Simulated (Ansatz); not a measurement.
# SiO (F-43m) in Ansatz: reference runs

How does SiO come out in PBE? The cell is run as given and disturbed.

All numbers are computed with Ansatz 0.2.0; they aren't measurements. Logs are shortened: lines on timing, memory, paths and dates and some standing lists are left out, and cuts for length are marked.

**1. The crystal as given**

It takes space group F-43m (No. 216, cubic). Conventional cell: a = 4.867 Å, b = 4.867 Å, c = 4.867 Å, α = 90.00°, β = 90.00°, γ = 90.00°. Si (site symmetry -43m) has 4 O at 2.11 Å as nearest neighbours. Around O (site symmetry -43m) lie 4 Si at 2.11 Å.

The cell was built by a generator and needn't be a form met in nature.

**2. Single point, PBE**

input.yaml reads:

```yaml
crystal:
  lattice:
    - [0.0, 2.43364, 2.43364]
    - [2.43364, 0.0, 2.43364]
    - [2.43364, 2.43364, 0.0]
  atoms:
    - { symbol: Si, position: [0.75, 0.75, 0.75] }
    - { symbol: O, position: [0.0, 0.0, 0.0] }
hamiltonian:
  xc: pbe
  pseudopotentials: { kind: paw }
kpoints:
  mp_grid: { grid: [9, 9, 9] }
scf:
  occupations: { method: fermi_dirac, width: 0.05 }
output:
  forces: true
  stress: true
  eigenvalues: true
  write_density: true
  write_potential: true
  elf: true
  volumetric_format: npy
```

Potentials or basis: Ansatz PAW.

Launch:

```bash
ansatz run input.yaml --threads 2 --pin off --max-ram 5632MiB --backend cpu --events-out ev --progress --plain --runs-dir out
```

The log of the run:

```text
Warning: RAYON_NUM_THREADS=2 ignored (pool sized by the plan → 2); use --threads N
Engine: ansatz 0.2.0, aarch64-unknown-linux-gnu
Pseudopotentials: kind: paw
Pseudopotential: Si, paw, valence charge 4, recommended cutoff 420 eV (normal), Si.paw.azcp
Pseudopotential: O, paw, valence charge 6, recommended cutoff 420 eV (normal), O.paw.azcp
Functional definition: PBE
  parameter kappa = 0.804
  parameter beta = 0.06672455060314922
  exchange = pbe_x(kappa = kappa, mu = beta*pi^2/3)
  correlation = pbe_c(beta = beta)
Crystal: 2 atoms, lattice volume = 28.827 Å³
Basis set: ecut = 420 eV, 537 PW (Γ), exchange–correlation on 48×48×48 points (8 copies of the dense FFT grid, shifted against one another)
Bands: 9, of which v1, the nominal top of the filled ones, is band 5 counted from 1 (4 counted from 0)
Symmetry: 24 space group operations
Space group: F-43m (ITA 216), of the structure as read, at distance tolerance 3.1e-5 Å
k-points: 35 of 729 (time reversal used)
Non-local potential: Si, projectors of the file, l = 0: 2, l = 1: 2, l = 2: 2
Non-local potential: O, projectors of the file, l = 0: 2, l = 1: 2, l = 2: 1
PAW form: soft (Blöchl's): semilocal exchange-correlation on the pseudo side does not see the compensation charge
PAW one-centre angular grid: Si, 110 points (default); XC on 64 Gauss nodes
PAW one-centre angular grid: O, 110 points (default); XC on 64 Gauss nodes
Initial density: superposition of atomic densities (neutral atoms: chi_scale 0, normalization atom), corrected by the library's trained network
Initial wavefunctions: pseudopotential atomic-orbital guess
Functional: x = pbe(κ = 0.804, μ = 0.2195149727645171), c = pbe(β = 0.06672455060314922)
SCF iter   1: F=—  HF=-1201.373234 eV  |F-HF|=—  |Δ(HF+E_count)|=         —  Δρ=1.11e-2  dr2=4.56e-2  ethr=1.77e-3  ⟨swp⟩=5.9  Hψ=2292  notcnv=0
preconditioner: auto → none  [metal: Δε(μ)=0.104 eV  Ē_g=12.909 eV  σ=0.050 eV  W_gap=0.47  n_scr=8 (ndim 8)  ℏωp=21.9 eV  f_vac=0.000  D(μ)=0.61/eV (n_scr^D=0)  sad-step TF]
SCF iter   2: F=—  HF=-1201.369011 eV  |F-HF|=—  |Δ(HF+E_count)|=   4.22e-3  Δρ=7.33e-3  dr2=2.10e-2  ethr=4.56e-4  ⟨swp⟩=1.0  Hψ=595  notcnv=0
SCF iter   3: F=—  HF=-1201.365269 eV  |F-HF|=—  |Δ(HF+E_count)|=   3.74e-3  Δρ=1.00e-3  dr2=3.66e-4  ethr=2.10e-4  ⟨swp⟩=2.3  Hψ=474  notcnv=0
SCF iter   4: F=—  HF=-1201.365242 eV  |F-HF|=—  |Δ(HF+E_count)|=   2.69e-5  Δρ=1.45e-4  dr2=4.99e-6  ethr=3.66e-6  ⟨swp⟩=2.3  Hψ=484  notcnv=0
SCF iter   5: F=—  HF=-1201.365248 eV  |F-HF|=—  |Δ(HF+E_count)|=   5.48e-6  Δρ=1.73e-5  dr2=9.84e-8  ethr=4.99e-8  ⟨swp⟩=2.2  Hψ=454  notcnv=0
SCF iter   6: F=-1201.365248 eV  HF=-1201.365248 eV  |F-HF|=1.56e-10  |Δ(HF+E_count)|=   4.04e-8  Δρ=1.94e-6  dr2=5.95e-10  ethr=9.84e-10  ⟨swp⟩=6.0  Hψ=1749  notcnv=0
SCF 1 converged in 6 iterations: F = -1201.365248 eV  dr2 = 5.95e-10
SCF converged after 6 iterations
Free energy (F): -1201.365248 eV
Harris-Foulkes:  -1201.365248 eV  (|F-HF|=1.56e-10)
Internal energy: -1201.360371 eV  (E = F + TS)
E sigma→0 (E₀):  -1201.362809 eV
Entropy (-TS):   -0.004877 eV (-2.438 meV/atom)
Fermi energy:    7.440554 eV
--- Per-component energies (eV) ---
  E_band       = -13.020662
  E_kinetic    = 211.044233
  E_local      = -437.274539  (includes V_loc(G=0)·N_el)
  E_nonlocal   = 73.506214
  E_hartree    = 157.518682
  E_xc         = -128.103795
  E_vxc        = -139.578805  (∫ρ·V_xc dr)
  E_paw        = -668.446351  (= ΣΔE_a)
  E_vpaw       = -35.757130  (= ΣTr[D̂ρ^β])
  E_aug_tail   = 0.002265  (compensation charges beyond the density's cutoff)
  E_ewald      = -409.607080
  E_smearing   = -0.004877  (= −TS)
  E_closure    = -0.000000  (closes the sum)
  Σ components = -1201.365248   (vs F -1201.365248, Δ=0.00e0)
--- Forces (eV/Å), atoms counted from 1 ---
  atom   1  Si    -0.00000000     0.00000000     0.00000000
  atom   2  O      0.00000000    -0.00000000     0.00000000
  max |Σ_I F_I| component: 1.33e-15 eV/Å
--- Stress (GPa, compression-positive) ---
       -0.053896      -0.000000      -0.000000
        0.000000      -0.053896       0.000000
       -0.000000       0.000000      -0.053896
  P = ⅓ Tr σ = -0.0539 GPa (-0.539 kbar)
--- Band table (eV; the first three rows and the last of 35) ---
  k-point 0: bands = ["-13.5252", "1.3039", "2.0547", "2.0547", "2.0547", "11.0534", "11.0534", "11.0534", "17.7600"]
  k-point 1: bands = ["-13.4562", "0.3232", "2.0011", "2.0011", "3.0104", "10.6017", "11.1449", "11.1449", "17.9360"]
  k-point 2: bands = ["-13.2744", "-0.8383", "1.8727", "1.8727", "4.0535", "9.8424", "11.2943", "11.2943", "17.3921"]
  k-point 34: bands = ["-12.6860", "-1.7941", "0.1157", "0.6242", "7.6108", "8.0400", "10.1286", "12.2235", "14.5658"]
```

v_z.tsv:

```text
# z_ang	v_es[eV]	v_tot[eV]
# format = ansatz-planar-average/11
# xc	pbe
# density_cutoff_ev	1680
# datasets	Si=:simpson_from_first_knot:soft	O=:simpson_from_first_knot:soft
# lattice	0.000000000	2.433640000	2.433640000
# lattice	2.433640000	0.000000000	2.433640000
# lattice	2.433640000	2.433640000	0.000000000
# sites	2
# site	14	3.650460000	3.650460000	3.650460000
# site	8	0.000000000	0.000000000	0.000000000
0.000000	-1.403493e0	-1.317842e1
0.143404	3.234784e-1	-1.109490e1
0.286807	2.096278e0	-8.785966e0
0.430211	3.908957e0	-6.295522e0
0.573614	5.680348e0	-3.762434e0
0.717018	7.307547e0	-1.373945e0
0.860422	8.391841e0	3.572225e-1
1.003825	8.643094e0	1.031776e0
1.147229	8.459130e0	9.870987e-1
1.290633	7.998252e0	4.751658e-1
1.434036	7.242881e0	-4.242280e-1
1.577440	6.168967e0	-1.734459e0
1.720843	4.647494e0	-3.555190e0
1.864247	2.773277e0	-5.832508e0
2.007651	8.150443e-1	-8.359035e0
2.151054	-9.699952e-1	-1.077296e1
2.294458	-2.429830e0	-1.281972e1
2.437861	-3.421007e0	-1.434742e1
2.581265	-4.036577e0	-1.545059e1
2.724669	-4.658280e0	-1.650145e1
2.868072	-5.036335e0	-1.719050e1
3.011476	-4.856701e0	-1.713732e1
3.154879	-4.152383e0	-1.636758e1
3.298283	-2.966930e0	-1.498954e1
```

Run time: 1.4 s. Hardware: 2 threads of Arm Neoverse V1, shared host; peak memory 0.27 GiB.

What came out:

```
Free energy            : -1201.3652 eV
Pressure               : -0.1 GPa
Band gap on the k mesh : none (metal or under the smearing width)
```

Levels at points of the mesh, in eV from the Fermi level:
```
           k point  band 3  band 4  band 5  band 6  band 7  band 8
(0.00, 0.00, 0.00)   -5.39   -5.39   -5.39    3.61    3.61    3.61
```

Caveat: the pressure holds a Pulay correction of +0.4 GPa for the finite cutoff.

**3. Single point, PBE (atoms moved at random, drawn with an rms of 0.05 Å)**

input.yaml reads:

```yaml
crystal:
  lattice:
    - [0.0, 2.43364, 2.43364]
    - [2.43364, 0.0, 2.43364]
    - [2.43364, 2.43364, 0.0]
  atoms:
    - { symbol: Si, position: [0.75482, 0.743213, 0.755721] }
    - { symbol: O, position: [-0.029186, -0.000325, 0.012712] }
hamiltonian:
  xc: pbe
  pseudopotentials: { kind: paw }
kpoints:
  mp_grid: { grid: [9, 9, 9] }
scf:
  occupations: { method: fermi_dirac, width: 0.05 }
output:
  forces: true
  stress: true
  eigenvalues: true
```

Potentials or basis: Ansatz PAW.

Launch:

```bash
ansatz run input.yaml --threads 2 --pin off --max-ram 5632MiB --backend cpu --events-out ev --progress --plain --runs-dir out
```

The log of the run:

```text
Warning: RAYON_NUM_THREADS=2 ignored (pool sized by the plan → 2); use --threads N
[... 9 set-up lines as earlier in the session ...]
Crystal: 2 atoms, lattice volume = 28.827 Å³
Basis set: ecut = 420 eV, 537 PW (Γ), exchange–correlation on 48×48×48 points (8 copies of the dense FFT grid, shifted against one another)
Bands: 9, of which v1, the nominal top of the filled ones, is band 5 counted from 1 (4 counted from 0)
Symmetry: 1 space group operations
Space group: P1 (ITA 1), of the structure as read, at distance tolerance 3.1e-5 Å
k-points: 365 of 729 (time reversal used)
[... 8 set-up lines as earlier in the session ...]
SCF iter   1: F=—  HF=-1201.380850 eV  |F-HF|=—  |Δ(HF+E_count)|=         —  Δρ=1.07e-2  dr2=4.08e-2  ethr=1.77e-3  ⟨swp⟩=6.1  Hψ=24162  notcnv=0
preconditioner: auto → none  [metal: Δε(μ)=0.053 eV  Ē_g=12.930 eV  σ=0.050 eV  W_gap=0.26  n_scr=8 (ndim 8)  ℏωp=21.9 eV  f_vac=0.000  D(μ)=0.64/eV (n_scr^D=0)  sad-step TF]
SCF iter   2: F=—  HF=-1201.377156 eV  |F-HF|=—  |Δ(HF+E_count)|=   3.69e-3  Δρ=6.95e-3  dr2=1.86e-2  ethr=4.08e-4  ⟨swp⟩=1.0  Hψ=6205  notcnv=0
SCF iter   3: F=—  HF=-1201.373799 eV  |F-HF|=—  |Δ(HF+E_count)|=   3.36e-3  Δρ=7.10e-4  dr2=1.64e-4  ethr=1.86e-4  ⟨swp⟩=2.3  Hψ=4958  notcnv=0
SCF iter   4: F=—  HF=-1201.373818 eV  |F-HF|=—  |Δ(HF+E_count)|=   1.87e-5  Δρ=1.59e-4  dr2=5.74e-6  ethr=1.64e-6  ⟨swp⟩=2.4  Hψ=4854  notcnv=0
SCF iter   5: F=—  HF=-1201.373819 eV  |F-HF|=—  |Δ(HF+E_count)|=   7.56e-7  Δρ=2.80e-5  dr2=2.24e-7  ethr=5.74e-8  ⟨swp⟩=2.0  Hψ=4744  notcnv=0
SCF iter   6: F=-1201.373819 eV  HF=-1201.373819 eV  |F-HF|=3.51e-9  |Δ(HF+E_count)|=   2.98e-8  Δρ=7.61e-6  dr2=1.33e-8  ethr=1.00e-9  ⟨swp⟩=5.0  Hψ=15993  notcnv=0
SCF 1 converged in 6 iterations: F = -1201.373819 eV  dr2 = 1.33e-8
SCF converged after 6 iterations
Free energy (F): -1201.373819 eV
Harris-Foulkes:  -1201.373819 eV  (|F-HF|=3.51e-9)
Internal energy: -1201.368344 eV  (E = F + TS)
E sigma→0 (E₀):  -1201.371082 eV
Entropy (-TS):   -0.005475 eV (-2.737 meV/atom)
Fermi energy:    7.445729 eV
--- Per-component energies (eV) ---
  E_band       = -13.092030
  E_kinetic    = 211.124339
  E_local      = -437.720274  (includes V_loc(G=0)·N_el)
  E_nonlocal   = 73.510724
  E_hartree    = 157.678731
  E_xc         = -128.110608
  E_vxc        = -139.587844  (∫ρ·V_xc dr)
  E_paw        = -668.467993  (= ΣΔE_a)
  E_vpaw       = -35.780988  (= ΣTr[D̂ρ^β])
  E_aug_tail   = 0.002264  (compensation charges beyond the density's cutoff)
  E_ewald      = -409.385527
  E_smearing   = -0.005475  (= −TS)
  E_closure    = -0.000000  (closes the sum)
  Σ components = -1201.373819   (vs F -1201.373819, Δ=0.00e0)
--- Forces (eV/Å), atoms counted from 1 ---
  atom   1  Si    -0.02041993     0.11415026     0.11742857
  atom   2  O      0.02041809    -0.11414373    -0.11742205
  max |Σ_I F_I| component: 6.53e-6 eV/Å
--- Stress (GPa, compression-positive) ---
       -0.231292      -0.362811      -0.357707
       -0.362812       0.149243       0.194732
       -0.357707       0.194732       0.168375
  P = ⅓ Tr σ = 0.0288 GPa (0.288 kbar)
--- Band table (eV; the first three rows and the last of 365) ---
  k-point 0: bands = ["-13.5383", "1.3049", "1.8119", "1.9595", "2.3550", "10.9053", "11.1002", "11.2162", "17.7379"]
  k-point 1: bands = ["-13.4690", "0.2744", "1.7905", "2.2433", "2.9964", "10.5887", "11.0342", "11.3334", "17.8072"]
  k-point 2: bands = ["-13.2860", "-0.9019", "1.6569", "2.1294", "4.0608", "9.8410", "11.0707", "11.5932", "17.2323"]
  k-point 364: bands = ["-12.8906", "-1.8967", "0.9222", "1.5146", "5.2956", "9.1170", "10.8703", "11.2500", "17.1888"]
```

It took 4.8 s on 2 threads of Arm Neoverse V1, shared host; peak memory 0.41 GiB.

Results:

```yaml
Free_energy: -1201.3738 eV
Pressure: 0.0 GPa
Largest_force: 0.165 eV/Å
Band_gap_on_the_k_mesh: none (metal or under the smearing width)
```

Forces in eV/Å, atoms in the order of the input:
```
Si  -0.020  0.114  0.117
O    0.020 -0.114 -0.117
```

Caveat: the pressure holds a Pulay correction of +0.4 GPa for the finite cutoff.
